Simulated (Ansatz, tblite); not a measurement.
**C72H38: rung by rung**

How do method and basis change the picture of C72H38 (singlet)?

Computed with Ansatz 0.2.0, Gaussian basis. Level: as each input shows.

Plan: GFN1-xTB, GFN2-xTB, PBE-D4/def2-SVP, r2SCAN-D4/def2-SVP.

1 further run of the same task is left out (set aside as unsound or not needed).

### Step 1. The geometry

The singlet was relaxed beforehand with PBE-D4/def2-SVP.

SMILES `C#Cc1ccc(C#Cc2ccc(C#Cc3ccc(C#Cc4ccc(C#Cc5ccc(C#Cc6ccc(C#Cc7ccc(C#Cc8ccc(C#Cc9ccccc9)cc8)cc7)cc6)cc5)cc4)cc3)cc2)cc1`, 110 atoms, charge 0, spin multiplicity 1.

Bond lengths: C1–C2 1.226 Å, C1–H73 1.081 Å, C2–C3 1.427 Å, C3–C4 1.419 Å, C3–C72 1.419 Å, C4–C5 1.394 Å, C4–H74 1.100 Å, C5–C6 1.421 Å, C5–H75 1.100 Å, C6–C7 1.420 Å, C6–C71 1.421 Å, C7–C8 1.234 Å, C8–C9 1.419 Å, C9–C10 1.422 Å, C9–C70 1.422 Å, C10–C11 1.392 Å, C10–H76 1.100 Å, C11–C12 1.422 Å and more. Angles: C2–C1–H73 180.0°, C1–C2–C3 180.0°, C2–C3–C4 120.7°, C2–C3–C72 120.7°, C4–C3–C72 118.6°, C3–C4–C5 120.7°, C3–C4–H74 119.1°, C5–C4–H74 120.2°, C4–C5–C6 120.8°, C4–C5–H75 120.2°, C6–C5–H75 119.0°, C5–C6–C7 120.8°, C5–C6–C71 118.4°, C7–C6–C71 120.8°, C6–C7–C8 179.9°, C7–C8–C9 179.6°, C8–C9–C10 120.9°, C8–C9–C70 120.8° and more.

PBE0-D4/def2-SVP was run before; its log isn't repeated, and its numbers join the tables.

### Step 2. GFN1-xTB

Tight binding, by tblite at 300 K electronic temperature and without a spin-polarisation term:

```python
tblite.interface.Calculator('GFN1-xTB', numbers, positions, charge=0, uhf=0).singlepoint()
```

Energy -4682.5948 eV, HOMO -10.73 eV, LUMO -8.87 eV; 0.81 s.

### Step 3. GFN2-xTB

Tight binding, by tblite at 300 K electronic temperature and without a spin-polarisation term:

```python
tblite.interface.Calculator('GFN2-xTB', numbers, positions, charge=0, uhf=0).singlepoint()
```

Energy -4706.1727 eV, HOMO -9.73 eV, LUMO -7.86 eV; 0.74 s.

### Step 4. PBE-D4/def2-SVP

start.molden holds the orbitals of an earlier run on this state, given as this run's starting guess.

Input file in.yaml:

```yaml
crystal:
  periodic: [false, false, false]
  atoms:
    - {symbol: C, position_ang: [30.868079, -1.377300, 1.292560]}
    - {symbol: C, position_ang: [29.662008, -1.260173, 1.103898]}
    - {symbol: C, position_ang: [28.258762, -1.123982, 0.884952]}
    - {symbol: C, position_ang: [27.678603, 0.153332, 0.670544]}
    - {symbol: C, position_ang: [26.307685, 0.286734, 0.458894]}
    - {symbol: C, position_ang: [25.458757, -0.852993, 0.451393]}
    - {symbol: C, position_ang: [24.061354, -0.718425, 0.238180]}
    - {symbol: C, position_ang: [22.846589, -0.602108, 0.056008]}
    - {symbol: C, position_ang: [21.447764, -0.473380, -0.146450]}
    - {symbol: C, position_ang: [20.833998, 0.807580, -0.208068]}
    - {symbol: C, position_ang: [19.459835, 0.932328, -0.394904]}
    - {symbol: C, position_ang: [18.635912, -0.218066, -0.533364]}
    - {symbol: C, position_ang: [17.233756, -0.093850, -0.712587]}
    - {symbol: C, position_ang: [16.012188, 0.007603, -0.856563]}
    - {symbol: C, position_ang: [14.605186, 0.114653, -1.006229]}
    - {symbol: C, position_ang: [13.820724, -1.024268, -1.336408]}
    - {symbol: C, position_ang: [12.438144, -0.925432, -1.465662]}
    - {symbol: C, position_ang: [11.774139, 0.315733, -1.265196]}
    - {symbol: C, position_ang: [10.361797, 0.407030, -1.368443]}
    - {symbol: C, position_ang: [9.131396, 0.473579, -1.439125]}
    - {symbol: C, position_ang: [7.714909, 0.536957, -1.496369]}
    - {symbol: C, position_ang: [6.958862, -0.543314, -2.028067]}
    - {symbol: C, position_ang: [5.567873, -0.493679, -2.059629]}
    - {symbol: C, position_ang: [4.867279, 0.635885, -1.555090]}
    - {symbol: C, position_ang: [3.448668, 0.670461, -1.554021]}
    - {symbol: C, position_ang: [2.214770, 0.687277, -1.529982]}
    - {symbol: C, position_ang: [0.796857, 0.695690, -1.474802]}
    - {symbol: C, position_ang: [0.104540, 1.676139, -0.712697]}
    - {symbol: C, position_ang: [-1.285129, 1.665239, -0.629677]}
    - {symbol: C, position_ang: [-2.048439, 0.677568, -1.310423]}
    - {symbol: C, position_ang: [-3.463117, 0.652508, -1.203038]}
    - {symbol: C, position_ang: [-4.691774, 0.621884, -1.089624]}
    - {symbol: C, position_ang: [-6.101788, 0.580431, -0.935416]}
    - {symbol: C, position_ang: [-6.747957, 1.382984, 0.044406]}
    - {symbol: C, position_ang: [-8.128364, 1.327446, 0.215237]}
    - {symbol: C, position_ang: [-8.928816, 0.471348, -0.589796]}
    - {symbol: C, position_ang: [-10.334016, 0.407168, -0.403037]}
    - {symbol: C, position_ang: [-11.554153, 0.349098, -0.226195]}
    - {symbol: C, position_ang: [-12.954513, 0.280697, -0.007079]}
    - {symbol: C, position_ang: [-13.538932, 0.881952, 1.141264]}
    - {symbol: C, position_ang: [-14.910715, 0.807622, 1.365938]}
    - {symbol: C, position_ang: [-15.764070, 0.133239, 0.450035]}
    - {symbol: C, position_ang: [-17.161701, 0.057465, 0.683284]}
    - {symbol: C, position_ang: [-18.376158, -0.007234, 0.893423]}
    - {symbol: C, position_ang: [-19.771233, -0.080200, 1.143186]}
    - {symbol: C, position_ang: [-20.665820, -0.575892, 0.155633]}
    - {symbol: C, position_ang: [-22.034516, -0.644843, 0.402621]}
    - {symbol: C, position_ang: [-22.572450, -0.225286, 1.649879]}
    - {symbol: C, position_ang: [-23.967798, -0.296597, 1.903041]}
    - {symbol: C, position_ang: [-25.179381, -0.357469, 2.125319]}
    - {symbol: C, position_ang: [-26.577006, -0.426611, 2.382781]}
    - {symbol: C, position_ang: [-27.090820, -0.124105, 3.671800]}
    - {symbol: C, position_ang: [-28.465591, -0.193769, 3.919664]}
    - {symbol: C, position_ang: [-29.354486, -0.563866, 2.895773]}
    - {symbol: C, position_ang: [-28.857831, -0.866944, 1.616484]}
    - {symbol: C, position_ang: [-27.484881, -0.801192, 1.356989]}
    - {symbol: C, position_ang: [-21.677543, 0.268358, 2.638038]}
    - {symbol: C, position_ang: [-20.309409, 0.341166, 2.389930]}
    - {symbol: C, position_ang: [-15.180464, -0.463055, -0.701026]}
    - {symbol: C, position_ang: [-13.807477, -0.393625, -0.922852]}
    - {symbol: C, position_ang: [-8.284269, -0.321332, -1.578436]}
    - {symbol: C, position_ang: [-6.902737, -0.270331, -1.745207]}
    - {symbol: C, position_ang: [-1.357048, -0.292274, -2.086886]}
    - {symbol: C, position_ang: [0.033091, -0.285190, -2.164800]}
    - {symbol: C, position_ang: [5.623734, 1.721497, -1.034897]}
    - {symbol: C, position_ang: [7.015039, 1.674674, -1.009472]}
    - {symbol: C, position_ang: [12.559143, 1.455953, -0.941600]}
    - {symbol: C, position_ang: [13.942681, 1.358451, -0.818611]}
    - {symbol: C, position_ang: [19.250755, -1.498941, -0.478008]}
    - {symbol: C, position_ang: [20.624095, -1.623706, -0.286451]}
    - {symbol: C, position_ang: [26.041797, -2.131366, 0.665968]}
    - {symbol: C, position_ang: [27.412439, -2.263344, 0.879179]}
    - {symbol: H, position_ang: [31.931037, -1.481136, 1.459075]}
    - {symbol: H, position_ang: [28.326785, 1.041746, 0.672980]}
    - {symbol: H, position_ang: [25.868015, 1.281041, 0.293325]}
    - {symbol: H, position_ang: [21.460991, 1.704746, -0.102777]}
    - {symbol: H, position_ang: [18.996287, 1.928514, -0.437867]}
    - {symbol: H, position_ang: [14.322062, -1.991166, -1.487067]}
    - {symbol: H, position_ang: [11.841877, -1.814049, -1.718141]}
    - {symbol: H, position_ang: [7.489032, -1.426520, -2.412518]}
    - {symbol: H, position_ang: [4.994014, -1.337661, -2.468663]}
    - {symbol: H, position_ang: [0.683885, 2.442447, -0.177786]}
    - {symbol: H, position_ang: [-1.808548, 2.423106, -0.029121]}
    - {symbol: H, position_ang: [-6.139474, 2.047061, 0.675058]}
    - {symbol: H, position_ang: [-8.615747, 1.947897, 0.981046]}
    - {symbol: H, position_ang: [-12.889479, 1.406381, 1.856926]}
    - {symbol: H, position_ang: [-15.350413, 1.273493, 2.259578]}
    - {symbol: H, position_ang: [-20.261721, -0.904207, -0.812967]}
    - {symbol: H, position_ang: [-22.716929, -1.028027, -0.369861]}
    - {symbol: H, position_ang: [-26.391197, 0.165518, 4.469460]}
    - {symbol: H, position_ang: [-28.850017, 0.043446, 4.923603]}
    - {symbol: H, position_ang: [-30.435284, -0.617431, 3.095885]}
    - {symbol: H, position_ang: [-29.550241, -1.156661, 0.811144]}
    - {symbol: H, position_ang: [-27.091520, -1.037123, 0.357399]}
    - {symbol: H, position_ang: [-22.081738, 0.595296, 3.607045]}
    - {symbol: H, position_ang: [-19.627332, 0.725596, 3.162120]}
    - {symbol: H, position_ang: [-15.829863, -0.986620, -1.417358]}
    - {symbol: H, position_ang: [-13.367877, -0.862347, -1.815065]}
    - {symbol: H, position_ang: [-8.892617, -0.985192, -2.209447]}
    - {symbol: H, position_ang: [-6.415181, -0.893885, -2.508401]}
    - {symbol: H, position_ang: [-1.936407, -1.058927, -2.621290]}
    - {symbol: H, position_ang: [0.556856, -1.046058, -2.761254]}
    - {symbol: H, position_ang: [5.093567, 2.602649, -0.645762]}
    - {symbol: H, position_ang: [7.588800, 2.518653, -0.600283]}
    - {symbol: H, position_ang: [12.057550, 2.422036, -0.786592]}
    - {symbol: H, position_ang: [14.538941, 2.247162, -0.566402]}
    - {symbol: H, position_ang: [18.624017, -2.396185, -0.584151]}
    - {symbol: H, position_ang: [21.087395, -2.619905, -0.240971]}
    - {symbol: H, position_ang: [25.394335, -3.020275, 0.663259]}
    - {symbol: H, position_ang: [27.853315, -3.257005, 1.045695]}
basis:
  gaussian: {orbitals: def2-SVP, fitting: {mean_field: def2-universal-jkfit}, initial_orbitals: start.molden}
hamiltonian: {xc: pbe, dispersion: d4}
scf: {omitted_lower_state_checks: [starts]}
output: {orbitals: {seedname: orbitals}}
```

Started as:

```
$ ansatz run in.yaml --threads 11 --pin off --events-out ev --progress --plain --max-ram 174080MiB --backend cuda --devices 0, --max-vram 75GiB
```

Further steps of the session: r2SCAN-D4/def2-SVP.

Q: Predict the results of all the runs planned. Wanted: gap in def2-SVP, named functionals, smallest and largest; binding an atom, functionals in def2-SVP.

**Answer**, as computed:

| quantity | value |
| --- | --- |
| gap in def2-SVP, named functionals, smallest and largest | 1.72 eV (PBE-D4), 3.03 eV (PBE0-D4) |
| binding an atom, functionals in def2-SVP | 5.66 (r2SCAN-D4) to 5.88 eV (PBE-D4) |

**Reading.** Orbital gaps of the named functionals in def2-SVP span 1.72 eV (PBE-D4) to 3.03 eV (PBE0-D4); exact exchange widens it.
